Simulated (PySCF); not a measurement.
# YH₁₂O₆ (+3): NMR shieldings

What do calculations give for the NMR shieldings of YH₁₂O₆ (+3) (`[OH2]->[Y+3](<-[OH2])(<-[OH2])(<-[OH2])(<-[OH2])<-[OH2]`)?

Computed with PySCF 2.14.0 and routines of our own; the level stands in each step. Atoms count from 0.

### 1 The starting structure

19 atoms, charge 3, multiplicity 1; geometry from: GFN2-xTB.

### 2 NMR shieldings: PBE0/pcJ-1 Y:dyall-v2z, spin-free

The job: settings as JSON, then the geometry in Å.

```
{"job": {"xc": "PBE0", "basis": {"default": "pcJ-1", "Y": "dyall-v2z"}, "rel": "sf", "two": true, "kind": "hnmr"}, "charge": 3, "multiplicity": 1}
Y      0.000500    -0.000160    -0.000040
O      0.161210     0.162940     2.127850
H      0.143490     0.973320     2.676580
H      0.277150    -0.553350     2.785060
O     -0.158710    -0.164030    -2.127450
H     -0.259270     0.553370    -2.785800
H     -0.159080    -0.975660    -2.674230
O      2.127850     0.163700    -0.162990
H      2.785580     0.273250     0.553320
H      2.676070     0.147840    -0.973280
O     -2.127350    -0.158760     0.163460
H     -2.675350    -0.153240     0.974190
H     -2.784550    -0.267960    -0.553870
O     -0.164760     2.127340    -0.159710
H     -0.976630     2.673790    -0.155340
H      0.551410     2.786220    -0.264510
O      0.163050    -2.127860     0.159190
H     -0.553140    -2.783900     0.275290
H      0.972510    -2.676850     0.142280
```

With the program's defaults for keys left out, this is: PBE0/pcJ-1 Y:dyall-v2z GIAO NMR shielding, X2C without spin-orbit coupling but with the spin-dependent field terms, Gaussian nuclei, gas phase.

On the command line:

```console
$ OMP_NUM_THREADS=1 python heavy_run.py task.json out
```

This one command runs all jobs of the session in turn.

Standard output:

```text
spin-free SCF
coarse grid: 68752 points
cycle   1  E = -3841.9687130647  dE =  1.779e+00  |g| = 1.454e+00  |ddm| = 3.344e+00
cycle   2  E = -3841.8036411911  dE =  1.651e-01  |g| = 1.775e+00  |ddm| = 1.619e+00
cycle   3  E = -3842.3214842127  dE = -5.178e-01  |g| = 1.816e-01  |ddm| = 9.399e-01
cycle   4  E = -3842.3269185064  dE = -5.434e-03  |g| = 4.403e-02  |ddm| = 1.217e-01
cycle   5  E = -3842.3271255964  dE = -2.071e-04  |g| = 9.661e-03  |ddm| = 2.482e-02
cycle   6  E = -3842.3271299116  dE = -4.315e-06  |g| = 6.985e-04  |ddm| = 2.950e-03
final grid: 145760 points
cycle   7  E = -3842.3274880578  dE = -1.159e-06  |g| = 2.643e-03  |ddm| = 2.459e-03
cycle   8  E = -3842.3274880309  dE =  2.694e-08  |g| = 8.695e-04  |ddm| = 8.936e-04
cycle   9  E = -3842.3274880441  dE = -1.316e-08  |g| = 8.324e-04  |ddm| = 7.798e-04
cycle  10  E = -3842.3274881504  dE = -1.064e-07  |g| = 7.723e-05  |ddm| = 3.565e-04
cycle  11  E = -3842.3274881513  dE = -9.186e-10  |g| = 7.800e-06  |ddm| = 5.015e-05
converged SCF energy = -3842.3274881513
two-component SCF
cycle   1  E = -3842.3274881511  dE = -3.842e+03  |FDS-SDF| = 7.800e-06
cycle   2  E = -3842.3274881510  dE =  9.459e-11  |FDS-SDF| = 4.518e-06
converged, E = -3842.3274881510

Field gradients (au) and densities at the nuclei (bohr^-3)
atom        Vxx        Vyy        Vzz        centre      nuclear mean
  0 Y     -0.0201    -0.0216     0.0416      66308.530      65487.974
  1 O      0.2504     1.2910    -1.5415        310.576        310.565
  2 H     -0.1596    -0.2227     0.3823          0.419          0.419
  3 H     -0.1595    -0.2224     0.3819          0.419          0.419
  4 O      0.2494     1.2913    -1.5407        310.575        310.565
  5 H     -0.1596    -0.2226     0.3822          0.419          0.419
  6 H     -0.1599    -0.2230     0.3829          0.419          0.419
  7 O      0.2503     1.2903    -1.5406        310.575        310.565
  8 H     -0.1600    -0.2230     0.3830          0.419          0.419
  9 H     -0.1601    -0.2233     0.3834          0.420          0.420
 10 O      0.2500     1.2912    -1.5411        310.575        310.565
 11 H     -0.1600    -0.2231     0.3831          0.420          0.420
 12 H     -0.1595    -0.2225     0.3820          0.419          0.419
 13 O      0.2501     1.2905    -1.5407        310.575        310.565
 14 H     -0.1599    -0.2230     0.3828          0.419          0.419
 15 H     -0.1598    -0.2227     0.3825          0.419          0.419
 16 O      0.2498     1.2906    -1.5403        310.574        310.564
 17 H     -0.1606    -0.2237     0.3843          0.420          0.420
 18 H     -0.1604    -0.2236     0.3841          0.420          0.420
without picture change
  0 Y                            0.0431                    123915.516

Core orbital energies (eV)
atom   shell        mean    spread
  0 Y  1s       -16927.924   0.000
  0 Y  2s        -2347.618   0.000
  0 Y  3s         -392.333   0.000
  0 Y  4s          -63.312   0.000
  0 Y  2p1/2     -2090.161   0.000
  0 Y  2p3/2     -2090.161   0.000
  0 Y  3p1/2      -308.089   0.000
  0 Y  3p3/2      -308.088   0.000
  0 Y  4p1/2       -42.137   0.000
  0 Y  4p3/2       -42.135   0.000
  0 Y  3d3/2      -169.167   0.000
  0 Y  3d5/2      -169.165   0.001

vertical triplet (scalar unrestricted SCF): 9.719 eV

Shielding tensors (ppm)
atom      isotropic    diamagn.    paramagn.     s11        s22        s33       span
  0 Y      2832.73     3420.62     -587.89    2828.71    2834.63    2834.84       6.13
  1 O       267.17      389.16     -121.99     210.48     268.22     322.81     112.33
  2 H        25.60       26.30       -0.70      17.84      20.28      38.69      20.85
  3 H        25.60       26.30       -0.70      17.83      20.29      38.68      20.85
  4 O       267.13      389.17     -122.04     210.32     268.22     322.87     112.55
  5 H        25.60       26.31       -0.71      17.83      20.29      38.67      20.85
  6 H        25.61       26.31       -0.70      17.85      20.28      38.70      20.85
  7 O       267.23      389.16     -121.92     210.41     268.36     322.93     112.52
  8 H        25.61       26.31       -0.71      17.83      20.30      38.70      20.87
  9 H        25.62       26.32       -0.70      17.85      20.29      38.71      20.86
 10 O       267.22      389.17     -121.95     210.55     268.25     322.87     112.33
 11 H        25.61       26.31       -0.70      17.85      20.28      38.71      20.86
 12 H        25.60       26.30       -0.71      17.83      20.30      38.67      20.85
 13 O       267.15      389.16     -122.00     210.35     268.28     322.82     112.47
 14 H        25.61       26.31       -0.70      17.84      20.29      38.70      20.85
 15 H        25.60       26.31       -0.70      17.83      20.29      38.68      20.86
 16 O       267.45      389.17     -121.73     210.72     268.48     323.14     112.42
 17 H        25.63       26.34       -0.71      17.85      20.32      38.72      20.87
 18 H        25.63       26.33       -0.70      17.86      20.28      38.74      20.88
```

It took 12 min on 1 thread of Arm Neoverse V1, shared host; peak memory 2.6 GiB.

### 3 NMR shieldings: PBE0/pcJ-1 Y:dyall-v2z, non-relativistic

The job, as its differences from that of step 2:

```diff
@@ -1,2 +1,2 @@
-{"job": {"xc": "PBE0", "basis": {"default": "pcJ-1", "Y": "dyall-v2z"}, "rel": "sf", "two": true, "kind": "hnmr"}, "charge": 3, "multiplicity": 1}
+{"job": {"xc": "PBE0", "basis": {"default": "pcJ-1", "Y": "dyall-v2z"}, "rel": "nr", "kind": "hnmr"}, "charge": 3, "multiplicity": 1}
 Y      0.000500    -0.000160    -0.000040
```

With the program's defaults for keys left out, this is: PBE0/pcJ-1 Y:dyall-v2z GIAO NMR shielding, non-relativistic, Gaussian nuclei, gas phase.

Standard output:

```text
non-relativistic SCF
coarse grid: 68752 points
cycle   1  E = -3790.2154084457  dE = -3.864e+01  |g| = 3.395e+00  |ddm| = 3.376e+00
cycle   2  E = -3790.0630315079  dE =  1.524e-01  |g| = 1.937e+00  |ddm| = 1.552e+00
cycle   3  E = -3790.4260215984  dE = -3.630e-01  |g| = 1.057e+00  |ddm| = 1.299e+00
cycle   4  E = -3790.5939164507  dE = -1.679e-01  |g| = 1.079e-01  |ddm| = 4.355e-01
cycle   5  E = -3790.5954349538  dE = -1.519e-03  |g| = 1.769e-02  |ddm| = 7.205e-02
cycle   6  E = -3790.5954923091  dE = -5.736e-05  |g| = 5.625e-03  |ddm| = 1.545e-02
cycle   7  E = -3790.5954946805  dE = -2.371e-06  |g| = 4.508e-04  |ddm| = 2.671e-03
final grid: 145760 points
cycle   8  E = -3790.5957441516  dE = -1.672e-07  |g| = 6.899e-04  |ddm| = 2.275e-03
cycle   9  E = -3790.5957440934  dE =  5.824e-08  |g| = 8.986e-04  |ddm| = 6.635e-04
cycle  10  E = -3790.5957442186  dE = -1.252e-07  |g| = 4.090e-05  |ddm| = 3.818e-04
cycle  11  E = -3790.5957442187  dE = -1.764e-10  |g| = 2.037e-05  |ddm| = 2.836e-05
converged SCF energy = -3790.5957442187
check of the scalar solution
cycle   1  E = -3790.5957442188  dE = -3.791e+03  |FDS-SDF| = 2.037e-05
cycle   2  E = -3790.5957442187  dE =  9.095e-11  |FDS-SDF| = 1.726e-05
converged, E = -3790.5957442187

Field gradients (au) and densities at the nuclei (bohr^-3)
atom        Vxx        Vyy        Vzz        centre      nuclear mean
  0 Y     -0.0188    -0.0203     0.0391      40949.775      40858.757
  1 O      0.2425     1.2896    -1.5321        308.009        307.996
  2 H     -0.1600    -0.2228     0.3828          0.419          0.419
  3 H     -0.1598    -0.2225     0.3824          0.419          0.419
  4 O      0.2415     1.2898    -1.5313        308.009        307.996
  5 H     -0.1600    -0.2227     0.3827          0.419          0.419
  6 H     -0.1603    -0.2231     0.3834          0.420          0.420
  7 O      0.2423     1.2889    -1.5312        308.009        307.996
  8 H     -0.1603    -0.2231     0.3834          0.420          0.420
  9 H     -0.1605    -0.2234     0.3839          0.420          0.420
 10 O      0.2420     1.2897    -1.5318        308.009        307.996
 11 H     -0.1603    -0.2232     0.3835          0.420          0.420
 12 H     -0.1598    -0.2226     0.3824          0.419          0.419
 13 O      0.2422     1.2891    -1.5313        308.009        307.996
 14 H     -0.1602    -0.2231     0.3833          0.420          0.420
 15 H     -0.1601    -0.2229     0.3830          0.419          0.419
 16 O      0.2418     1.2891    -1.5310        308.008        307.995
 17 H     -0.1609    -0.2238     0.3847          0.420          0.420
 18 H     -0.1608    -0.2238     0.3845          0.420          0.420

Core orbital energies (eV)
atom   shell        mean    spread
  0 Y  1s       -16584.531   0.000
  0 Y  2s        -2266.399   0.000
  0 Y  3s         -377.914   0.000
  0 Y  4s          -61.389   0.000
  0 Y  2p        -2070.438   0.000
  0 Y  3p         -304.776   0.001
  0 Y  4p          -41.935   0.002
  0 Y  3d         -172.054   0.002

Shielding tensors (ppm)
atom      isotropic    diamagn.    paramagn.     s11        s22        s33       span
  0 Y      2404.25     3609.20    -1204.95    2400.31    2406.13    2406.32       6.01
  1 O       260.58      391.25     -130.67     199.22     263.35     319.17     119.95
  2 H        25.57       26.31       -0.74      17.91      20.29      38.51      20.60
  3 H        25.56       26.31       -0.75      17.89      20.31      38.50      20.60
  4 O       260.54      391.27     -130.72     199.05     263.35     319.22     120.18
  5 H        25.56       26.31       -0.75      17.89      20.31      38.49      20.60
  6 H        25.57       26.32       -0.75      17.91      20.30      38.51      20.60
  7 O       260.64      391.25     -130.61     199.15     263.49     319.29     120.14
  8 H        25.57       26.32       -0.75      17.90      20.31      38.51      20.62
  9 H        25.58       26.33       -0.74      17.92      20.30      38.53      20.61
 10 O       260.64      391.26     -130.63     199.29     263.39     319.23     119.94
 11 H        25.58       26.32       -0.74      17.92      20.29      38.53      20.61
 12 H        25.56       26.31       -0.75      17.89      20.31      38.49      20.60
 13 O       260.56      391.25     -130.69     199.08     263.41     319.18     120.10
 14 H        25.57       26.32       -0.74      17.91      20.30      38.51      20.60
 15 H        25.57       26.32       -0.75      17.89      20.31      38.50      20.61
 16 O       260.86      391.27     -130.41     199.47     263.62     319.50     120.03
 17 H        25.60       26.35       -0.76      17.92      20.33      38.54      20.62
 18 H        25.59       26.34       -0.75      17.93      20.30      38.56      20.63
```

It took 2.9 min on 1 thread of Arm Neoverse V1, shared host; peak memory 2.3 GiB.

### 4 NMR shieldings: GIAO PBE0/pcJ-1 Y:def2-TZVP, core potentials from Rb on, else non-relativistic

The job, as its differences from that of step 3:

```diff
@@ -1,2 +1,2 @@
-{"job": {"xc": "PBE0", "basis": {"default": "pcJ-1", "Y": "dyall-v2z"}, "rel": "nr", "kind": "hnmr"}, "charge": 3, "multiplicity": 1}
+{"job": {"xc": "PBE0", "basis": {"default": "pcJ-1", "Y": "def2-TZVP"}, "rel": "ecp", "pop": false, "kind": "hnmr"}, "charge": 3, "multiplicity": 1}
 Y      0.000500    -0.000160    -0.000040
```

Level: GIAO PBE0/pcJ-1 Y:def2-TZVP NMR shielding, scalar-relativistic core potentials on the heavy atoms, no spin-orbit coupling, gas phase.

Standard output:

```text
coarse grid: 68752 points
cycle   1  E = -494.8378414146  dE = -2.488e+00  |g| = 1.826e+00  |ddm| = 4.741e+00
cycle   2  E = -494.9299343038  dE = -9.209e-02  |g| = 1.843e+00  |ddm| = 3.027e+00
cycle   3  E = -495.5545717822  dE = -6.246e-01  |g| = 3.803e-01  |ddm| = 1.511e+00
cycle   4  E = -495.5796357955  dE = -2.506e-02  |g| = 4.242e-02  |ddm| = 2.559e-01
cycle   5  E = -495.5799344285  dE = -2.986e-04  |g| = 6.158e-03  |ddm| = 2.150e-02
cycle   6  E = -495.5799410167  dE = -6.588e-06  |g| = 5.719e-04  |ddm| = 6.041e-03
final grid: 145760 points
cycle   7  E = -495.5801338933  dE = -1.729e-07  |g| = 6.313e-04  |ddm| = 2.214e-03
cycle   8  E = -495.5801338533  dE =  4.002e-08  |g| = 8.234e-04  |ddm| = 7.821e-04
cycle   9  E = -495.5801339602  dE = -1.069e-07  |g| = 5.198e-05  |ddm| = 3.882e-04
cycle  10  E = -495.5801339608  dE = -5.979e-10  |g| = 7.610e-06  |ddm| = 5.722e-05
converged SCF energy = -495.5801339608

GIAO shielding tensors (ppm)
atom      isotropic    diamagn.    paramagn.     s11        s22        s33       span
  0 Y          nan         nan         nan        nan        nan        nan        nan
  1 O      265.647     392.520    -126.873    211.691    266.856    318.394    106.702
  2 H       25.624      26.072      -0.449     17.868     20.393     38.610     20.742
  3 H       25.619      26.071      -0.452     17.851     20.408     38.599     20.748
  4 O      265.607     392.535    -126.929    211.522    266.849    318.450    106.928
  5 H       25.619      26.077      -0.458     17.851     20.410     38.595     20.745
  6 H       25.630      26.085      -0.455     17.874     20.399     38.617     20.743
  7 O      265.707     392.517    -126.810    211.615    266.991    318.516    106.901
  8 H       25.629      26.083      -0.455     17.855     20.415     38.617     20.763
  9 H       25.639      26.090      -0.451     17.880     20.406     38.631     20.751
 10 O      265.700     392.531    -126.832    211.754    266.888    318.457    106.702
 11 H       25.633      26.087      -0.454     17.876     20.394     38.629     20.753
 12 H       25.620      26.077      -0.457     17.852     20.413     38.594     20.742
 13 O      265.628     392.515    -126.887    211.561    266.910    318.413    106.852
 14 H       25.630      26.081      -0.450     17.871     20.404     38.616     20.744
 15 H       25.623      26.077      -0.454     17.851     20.412     38.605     20.754
 16 O      265.918     392.537    -126.619    211.918    267.116    318.720    106.803
 17 H       25.651      26.115      -0.464     17.876     20.434     38.644     20.767
 18 H       25.649      26.104      -0.455     17.890     20.400     38.658     20.768
```

It took 59 s on 1 thread of Arm Neoverse V1, shared host; peak memory 2.1 GiB.

An atom whose core is replaced by a potential has no meaningful shielding, so its row holds no numbers.

### 5 Shieldings side by side

```
                                                                                   run      Y0    O13     O4     O7     O1    O10    O16     time
             step 2, PBE0/pcJ-1 Y:dyall-v2z, spin-free with spin-dependent field terms  2832.7  267.2  267.1  267.2  267.2  267.2  267.4   12 min
                                      step 3, PBE0/pcJ-1 Y:dyall-v2z, non-relativistic  2404.3  260.6  260.5  260.6  260.6  260.6  260.9  2.9 min
step 4, GIAO PBE0/pcJ-1 Y:def2-TZVP, core potentials from Rb on, else non-relativistic       –  265.6  265.6  265.7  265.6  265.7  265.9     59 s
```

### 6 What came out

| quantity | value |
| --- | --- |
| shieldings (step 2, PBE0/pcJ-1 Y:dyall-v2z, spin-free with spin-dependent field terms) | Y0 2832.7, O1 267.2, O4 267.1, O7 267.2, O10 267.2, O13 267.2, O16 267.4 ppm |
| shieldings (step 3, PBE0/pcJ-1 Y:dyall-v2z, non-relativistic) | Y0 2404.3, O1 260.6, O4 260.5, O7 260.6, O10 260.6, O13 260.6, O16 260.9 ppm |
| shieldings (step 4, GIAO PBE0/pcJ-1 Y:def2-TZVP, core potentials from Rb on, else non-relativistic) | O1 265.6, O4 265.6, O7 265.7, O10 265.7, O13 265.6, O16 265.9 ppm |

In words: The steps not marked spin–orbit leave spin-orbit coupling out. Y0 moves most between the runs, by 428 ppm; the labels say what changes from run to run. No run holds spin-orbit coupling, which is large for shieldings at and beside heavy atoms. The geometry comes from tight binding, which is rough for metal atoms, and these values hang on it.
